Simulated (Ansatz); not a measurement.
**CH8BNOSi: geometry optimisation, by script**

The task is a geometry optimisation, for CH8BNOSi. SMILES: B[SiH](O)NC.

Computed with the Python package of Ansatz 0.2.0. Level of theory: PBE/def2-SVP.

## 1. Starting point

Bond lengths: B1–Si2 1.883 Å, Si2–O3 1.687 Å, Si2–N4 1.836 Å, N4–C5 1.524 Å, B1–H6 1.221 Å, B1–H7 1.211 Å, Si2–H8 1.427 Å, O3–H9 1.019 Å, N4–H10 0.994 Å, C5–H11 1.124 Å, C5–H12 1.086 Å, C5–H13 1.169 Å. Angles (14 of 19 angles, heavy atoms first): B1–Si2–O3 108.2°, B1–Si2–N4 110.4°, O3–Si2–N4 107.7°, Si2–N4–C5 106.3°, B1–Si2–H8 110.8°, O3–Si2–H8 108.6°, N4–Si2–H8 111.2°, Si2–B1–H6 122.9°, Si2–B1–H7 122.2°, Si2–O3–H9 108.6°, Si2–N4–H10 106.2°, C5–N4–H10 108.2°, N4–C5–H11 110.3°, N4–C5–H12 105.9°.

No structure file is read: the coordinates are typed or built in the script.

## 2. The script

ch8bnosi_opt.py

```python
"""Minimum-energy structure of CH8BNOSi."""

import ansatz as az
import numpy as np
import pandas as pd

GEOMETRY = """
B    -0.66650    1.54320    0.71460
Si    0.08700   -0.17510    0.87260
O     1.19290   -0.14950    2.14680
N     1.00690   -0.61440   -0.65490
C    -0.04400   -0.92910   -1.71220
H    -1.30920    2.07040    1.60920
H    -0.57880    2.19480   -0.30190
H    -0.91920   -1.14340    1.16400
H     0.67880   -0.05420    3.02190
H     1.49030    0.20790   -0.93370
H    -0.69100   -1.78420   -1.37620
H     0.50740   -1.19070   -2.61080
H    -0.73410   -0.01030   -1.92460
"""

molecule = az.Crystal.molecule()
for line in GEOMETRY.strip().splitlines():
    symbol, *xyz = line.split()
    molecule = molecule.atom(symbol, [float(v) for v in xyz])

calc = molecule.calculation().basis(gaussian="def2-SVP").functional("pbe")
symbols = [site.symbol for site in molecule.cartesian_sites]
start = np.array([site.position_ang for site in molecule.cartesian_sites], dtype=float)
r = calc.relax(force_tolerance=0.02).run(threads=1).report
end = np.array(r["positions_ang"])

print("reference energy %16.6f eV" % r["reference_energy_ev"])
print("total energy     %16.6f eV" % r["free_energy_ev"])
print("occupied (up, down):", r["n_occupied"], " virtual:", r["n_virtual"], " frozen:", r["n_frozen"])

print("final positions (A) and the move of each atom")
for symbol, xyz, old in zip(symbols, end, start):
    print(f"{symbol:2s} {xyz[0]:10.5f} {xyz[1]:10.5f} {xyz[2]:10.5f}   {np.linalg.norm(xyz - old):7.4f}")

charges = r["charge_distribution"]
table = pd.DataFrame({"atom": symbols, "mulliken": charges["mulliken_charges_e"], "lowdin": charges["lowdin_charges_e"]})
print(table.round(3).to_string())
print("dipole (e A):", np.round(charges["dipole_moment_e_ang"], 4) + 0.0)
with open("ch8bnosi_opt.xyz", "w") as handle:
    handle.write(f"{len(symbols)}\nrelaxed CH8BNOSi\n")
    handle.writelines(f"{s:2s} {x:11.6f} {y:11.6f} {z:11.6f}\n" for s, (x, y, z) in zip(symbols, end))
```

## 3. The calls as engine input

The package turns the script's settings into the engine's input:

```yaml
crystal:
  periodic: [false, false, false]
  atoms:
    - { symbol: B, position_ang: [-0.6665, 1.5432, 0.7146] }
    - { symbol: Si, position_ang: [0.087, -0.1751, 0.8726] }
    - { symbol: O, position_ang: [1.1929, -0.1495, 2.1468] }
    - { symbol: "N", position_ang: [1.0069, -0.6144, -0.6549] }
    - { symbol: C, position_ang: [-0.044, -0.9291, -1.7122] }
    - { symbol: H, position_ang: [-1.3092, 2.0704, 1.6092] }
    - { symbol: H, position_ang: [-0.5788, 2.1948, -0.3019] }
    - { symbol: H, position_ang: [-0.9192, -1.1434, 1.164] }
    - { symbol: H, position_ang: [0.6788, -0.0542, 3.0219] }
    - { symbol: H, position_ang: [1.4903, 0.2079, -0.9337] }
    - { symbol: H, position_ang: [-0.691, -1.7842, -1.3762] }
    - { symbol: H, position_ang: [0.5074, -1.1907, -2.6108] }
    - { symbol: H, position_ang: [-0.7341, -0.0103, -1.9246] }
basis:
  gaussian:
    orbitals: def2-SVP
hamiltonian:
  xc: pbe
relax:
  f_tol: 0.02
```

## 4. Launch

Command:

```bash
$ python ch8bnosi_opt.py
```

**Question.** What results will this script give? Wanted: total energy; dipole moment; moves of the relaxation; energy gained; last largest force component.

As calculated:

```
                    quantity           value
                total energy  -13241.8351 eV
               dipole moment          4.05 D
     moves of the relaxation              46
               energy gained        1.602 eV
last largest force component     0.0129 eV/Å
```

What this shows: After 46 moves the largest shift is 1.969 Å, of atom 6 (H). So large a move can change the bonding: the results belong to the relaxed structure. What to keep in mind:
- The end point is the stationary point reached from this start; no frequency run checks that it is a minimum, and the basis set is modest.
- The Löwdin charges here are taken after orthogonalising the functions within each atom; they differ from plain Löwdin charges, and their signs can be unphysical.
- The bonding changed during the relaxation, so the end is another isomer than the start names.
